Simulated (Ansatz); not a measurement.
# La2Fe2Si2C: the cost of one run

Method: DFT PBEsol, scalar-relativistic, plane waves, PAW, in Ansatz 0.2.0.

## (1) The system as given

The cell holds 22 atoms (C3Fe6La7Si6): a = 7.055 Å, b = 8.066 Å, c = 8.066 Å, α = 95.73°, β = 114.55°, γ = 114.55°.

The coordinates of this cell stand in the input of its own run.

The host was relaxed before at PBEsol: a = 10.823 Å, b = 3.987 Å, c = 7.055 Å, α = 90.00°, β = 128.26°, γ = 90.00° (conventional cell), 17.077 Å³/atom.

Places, in fractions of the supercell: La as an interstitial at (0.656, 0.958, 0.958). Its neighbours start displaced at random, with a spread of 0.05 Å in each coordinate.

## (2) The perfect crystal in the supercell of 21 atoms

The input, input.yaml:

```yaml
crystal:
  lattice:
    - [4.3014849408, 0.0, -5.5923796254]
    - [-5.4111115415, -5.9812158919, 0.0658493598]
    - [-5.4111115415, 5.9812158919, 0.0658493598]
  atoms:
    - { symbol: C, position: [0.0, 0.3333333333, 0.6666666667] }
    - { symbol: C, position: [0.0, 0.6666666667, 0.3333333333] }
    - { symbol: C, position: [0.0, 0.0, 0.0] }
    - { symbol: Fe, position: [0.081280696, 0.5251661454, 0.8584994787] }
    - { symbol: Fe, position: [0.081280696, 0.8584994787, 0.5251661454] }
    - { symbol: Fe, position: [0.081280696, 0.1918328121, 0.1918328121] }
    - { symbol: Fe, position: [0.918719304, 0.1415005213, 0.4748338546] }
    - { symbol: Fe, position: [0.918719304, 0.4748338546, 0.1415005213] }
    - { symbol: Fe, position: [0.918719304, 0.8081671879, 0.8081671879] }
    - { symbol: La, position: [0.3031703211, 0.8917029042, 0.2250362375] }
    - { symbol: La, position: [0.3031703211, 0.2250362375, 0.8917029042] }
    - { symbol: La, position: [0.3031703211, 0.5583695709, 0.5583695709] }
    - { symbol: La, position: [0.6968296789, 0.7749637625, 0.1082970958] }
    - { symbol: La, position: [0.6968296789, 0.1082970958, 0.7749637625] }
    - { symbol: La, position: [0.6968296789, 0.4416304291, 0.4416304291] }
    - { symbol: Si, position: [0.7530052523, 0.518444515, 0.8517778484] }
    - { symbol: Si, position: [0.7530052523, 0.8517778484, 0.518444515] }
    - { symbol: Si, position: [0.7530052523, 0.1851111817, 0.1851111817] }
    - { symbol: Si, position: [0.2469947477, 0.1482221516, 0.481555485] }
    - { symbol: Si, position: [0.2469947477, 0.481555485, 0.1482221516] }
    - { symbol: Si, position: [0.2469947477, 0.8148888183, 0.8148888183] }
basis:
  ecutwfc: 420
  xc_grid: 2
kpoints:
  mp_grid: { grid: [4, 3, 3], shift: [0.5, 0.0, 0.0] }
hamiltonian:
  xc: pbesol
scf:
  occupations: { method: gaussian, width: 0.05 }
output:
  forces: true
  stress: true
  eigenvalues: true
  write_density: true
  write_potential: true
  elf: true
  volumetric_format: npy
```

On the command line:

```bash
ansatz run input.yaml --threads 8 --pin off --max-ram 14336MiB --backend cpu --events-out ev --progress --plain --runs-dir out
```

What time and memory should one allow on 8 threads of Arm Neoverse V1, shared host?

About 9.4 s, with a peak of 2.3 GiB.
